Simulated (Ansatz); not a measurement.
# AsH3+ (doublet): from Hartree-Fock to the top rungs at distance As1–H3 = 2.767 Å, 6-31G

How much of the correlation energy of AsH3+ (doublet) does each wave-function method recover here?

Program: Ansatz 0.2.0, Gaussian basis. Level of theory: 6-31G, core rule «outside noble gas», up to 14 orbitals frozen. These are calculated values, not measurements.

The runs, in order: UHF; CCSD(T) on ROHF; CCSD(T) on UHF; BCCD(T) on ROHF; CISD; CCSDT(Q) on ROHF; CCSDT(Q) on UHF; CASSCF and MRCISD+Q, 3 electrons in 3 orbitals; CASSCF and NEVPT2, 3 electrons in 3 orbitals; CASSCF and MRCISD+Q, 7 electrons in 7 orbitals; CASSCF and NEVPT2, 7 electrons in 7 orbitals; Full CI.

15 further runs of the same task are left out: 1 for a known fault of the program, 10 that didn't finish, 4 set aside as unsound or not needed.

### Step 1. The geometry

The geometry derives from a PBE0/def2-TZVP stationary point (not a proven minimum). One bond is set to the value named and the two fragments are kept rigid. No spin-orbit coupling is included. The filled d shell of As may be among the frozen orbitals whatever the setting's name suggests; the logs give the count.

4 atoms, charge 1, spin multiplicity 2.

Atoms are counted from 1 here; the program's logs count them from 0.

Bond lengths: As1–H2 1.497 Å, As1–H4 1.497 Å. Angles: H2–As1–H4 112.5°.

### Step 2. UHF

in.yaml

```yaml
crystal:
  periodic: [false, false, false]
  atoms:
    - {symbol: As, position_ang: [0.008083, -0.013602, -0.020731]}
    - {symbol: H, position_ang: [1.444195, 0.000161, 0.401391]}
    - {symbol: H, position_ang: [-1.344554, 2.275801, 0.744313]}
    - {symbol: H, position_ang: [-0.700442, -1.264896, 0.395261]}
basis:
  gaussian: {orbitals: 6-31G}
total_charge: 1
magnetization: {spin_polarized: true, initial_magnetization: 1}
hamiltonian: {xc: hf}
output: {orbitals: {seedname: orbitals}}
```

Launch:

```console
ansatz run in.yaml --threads 1 --pin off --events-out ev --progress --plain --max-ram 2393MiB
```

After this run come: CCSD(T) on ROHF; CCSD(T) on UHF; BCCD(T) on ROHF; CISD; CCSDT(Q) on ROHF; CCSDT(Q) on UHF; CASSCF and MRCISD+Q, 3 electrons in 3 orbitals; CASSCF and NEVPT2, 3 electrons in 3 orbitals; CASSCF and MRCISD+Q, 7 electrons in 7 orbitals; CASSCF and NEVPT2, 7 electrons in 7 orbitals; Full CI.

Q: Predict the results of all the runs planned. Wanted: FCI below the RHF energy; RMP2 from FCI; UMP2 from FCI; RCCSD from FCI; RCCSD(T) from FCI; UCCSD(T) from FCI; RCCSDT(Q) from FCI; UCCSDT(Q) from FCI; NEVPT2 pair from FCI.

**Answer**, as computed:

| quantity | value |
| --- | --- |
| FCI below the RHF energy | -2.2168 eV |
| RMP2 from FCI | +899.0 meV |
| UMP2 from FCI | +737.0 meV |
| RCCSD from FCI | +110.8 meV |
| RCCSD(T) from FCI | +46.3 meV |
| UCCSD(T) from FCI | +52.9 meV |
| RCCSDT(Q) from FCI | -0.3 meV |
| UCCSDT(Q) from FCI | -1.6 meV |
| NEVPT2 pair from FCI | +477.7 meV |
| MRCISD+Q pair from FCI | +5.2 meV |
| NEVPT2 valence from FCI | +114.1 meV |
| levels within 1 kcal/mol (43 meV) | BCCD(T), RCCSDT, UCCSDT, RCCSDT(Q), UCCSDT(Q), MRCISD+Q pair, MRCISD valence, MRCISD+Q valence |
| T1 diagnostic | 0.167 |
| effectively unpaired electrons | 1.54 |

What this shows: RCCSD(T) misses by +46.3 meV, 2.1 % of the correlation energy. The occupations show some static correlation. Of the multireference levels listed MRCISD+Q valence comes nearest in total energy (+4.7 meV), which doesn't show that its space is the better one. These misses are within one basis, not against nature; the frozen cores of restricted and unrestricted runs differ, which can shift their rows.
